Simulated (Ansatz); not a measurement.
# FGeH5Si2: the cost of one run

Computed with Ansatz 0.2.0, driven from Python. Level of theory: PBE0/def2-SVP.

**1. The system**

Bond lengths: F1–Si2 1.619 Å, Si2–Si3 2.179 Å, Si2–Ge4 2.320 Å, Si3–Ge4 2.256 Å, Si2–H5 1.488 Å, Si3–H6 1.484 Å, Si3–H7 1.520 Å, Ge4–H8 1.531 Å, Ge4–H9 1.631 Å. Angles (14 of 18 angles, heavy atoms first): F1–Si2–Si3 112.7°, F1–Si2–Ge4 113.1°, Si3–Si2–Ge4 60.1°, Si2–Si3–Ge4 63.0°, Si2–Ge4–Si3 56.9°, F1–Si2–H5 121.1°, Si3–Si2–H5 119.2°, Ge4–Si2–H5 115.6°, Si2–Si3–H6 116.3°, Si2–Si3–H7 115.7°, Ge4–Si3–H6 114.9°, Ge4–Si3–H7 111.9°, Si2–Ge4–H8 114.6°, Si2–Ge4–H9 112.7°.

The script holds or builds the structure itself.

**2. The script**

The input, scan_fgeh5si2.py:

```python
"""Stretching a bond of FGeH5Si2, the rest held rigid."""

import logging
import sys

import ansatz as az
from ase import Atoms
import matplotlib.pyplot as plt
import numpy as np

logging.basicConfig(stream=sys.stdout, format="%(levelname)s %(message)s")
log = logging.getLogger("ansatz_job")
log.setLevel(logging.INFO)

SETTINGS = {
    "basis_set": "def2-SVP",
    "xc": "pbe0",
}


def main() -> None:
    atoms = Atoms(["F", "Si", "Si", "Ge", "H", "H", "H", "H", "H"], positions=[
        (-1.771, 1.2774, -1.1418),
        (-0.5538, 0.2096, -1.1513),
        (1.0244, 0.7205, 0.2618),
        (-0.3573, -0.9668, 0.8381),
        (-0.207, -0.5491, -2.3832),
        (0.835, 1.9743, 1.0335),
        (2.4151, 0.2195, -0.0925),
        (0.1932, -2.3876, 0.6858),
        (-1.4902, -0.544, 1.9325),
    ])
    mol = az.Crystal.molecule_from_ase(atoms)

    symbols = [site.symbol for site in mol.cartesian_sites]
    start = np.array([site.position_ang for site in mol.cartesian_sites])
    axis = (start[7] - start[3]) / np.linalg.norm(start[7] - start[3])
    moving = [7]
    lengths, energies = [1.348, 1.409, 1.47, 1.531, 1.593, 1.654, 1.715, 1.807], []
    for length in lengths:
        xyz = start.copy()
        xyz[moving] += (length - np.linalg.norm(start[7] - start[3])) * axis
        point = az.Crystal.molecule()
        for symbol, place in zip(symbols, xyz):
            point = point.atom(symbol, place.tolist())
        calc = (
            point.calculation()
            .basis(gaussian=SETTINGS["basis_set"])
            .functional(SETTINGS["xc"])
        )
        data = calc.run().report
        energies.append(data["free_energy_ev"])
        log.info(f"r = {length:6.3f} A  E = {energies[-1]:.5f} eV  <S^2> = {abs(data['mean_field']['state']['spin_squared']):.3f}")

    # quartic fit about the minimum
    fit = np.polynomial.Polynomial.fit(lengths, np.array(energies) - min(energies), 4).convert()
    roots = [r.real for r in fit.deriv().roots() if abs(r.imag) < 1e-9 and fit.deriv(2)(r.real) > 0]
    r_e = min(roots, key=lambda r: abs(r - lengths[int(np.argmin(energies))]))
    log.info(f"minimum of the fit at {r_e:.4f} A, force constant {fit.deriv(2)(r_e):.2f} eV/A^2")
    plt.figure(figsize=(4.5, 3))
    plt.plot(lengths, np.array(energies) - min(energies), "o-")
    plt.xlabel("bond length (A)")
    plt.ylabel("E - E(min) (eV)")
    plt.tight_layout()
    plt.savefig("scan.png", dpi=100)


if __name__ == "__main__":
    main()
```

**3. The calls as engine input**

The package turns the script's settings into the engine's input (first run):

```yaml
crystal:
  periodic: [false, false, false]
  atoms:
    - { symbol: F, position_ang: [-1.771, 1.2774, -1.1418] }
    - { symbol: Si, position_ang: [-0.5538, 0.2096, -1.1513] }
    - { symbol: Si, position_ang: [1.0244, 0.7205, 0.2618] }
    - { symbol: Ge, position_ang: [-0.3573, -0.9668, 0.8381] }
    - { symbol: H, position_ang: [-0.207, -0.5491, -2.3832] }
    - { symbol: H, position_ang: [0.835, 1.9743, 1.0335] }
    - { symbol: H, position_ang: [2.4151, 0.2195, -0.0925] }
    - { symbol: H, position_ang: [0.12729995408640962, -2.2175168297292838, 0.7040317474889006] }
    - { symbol: H, position_ang: [-1.4902, -0.544, 1.9325] }
basis:
  gaussian:
    orbitals: def2-SVP
hamiltonian:
  xc: pbe0
```

**4. Launch**

The run is started by

```bash
python scan_fgeh5si2.py
```

Q: Estimate wall time and peak memory on 1 thread of AMD EPYC 7R43 (Zen 3), shared host.

About 29 s, with a peak of 0.35 GiB.
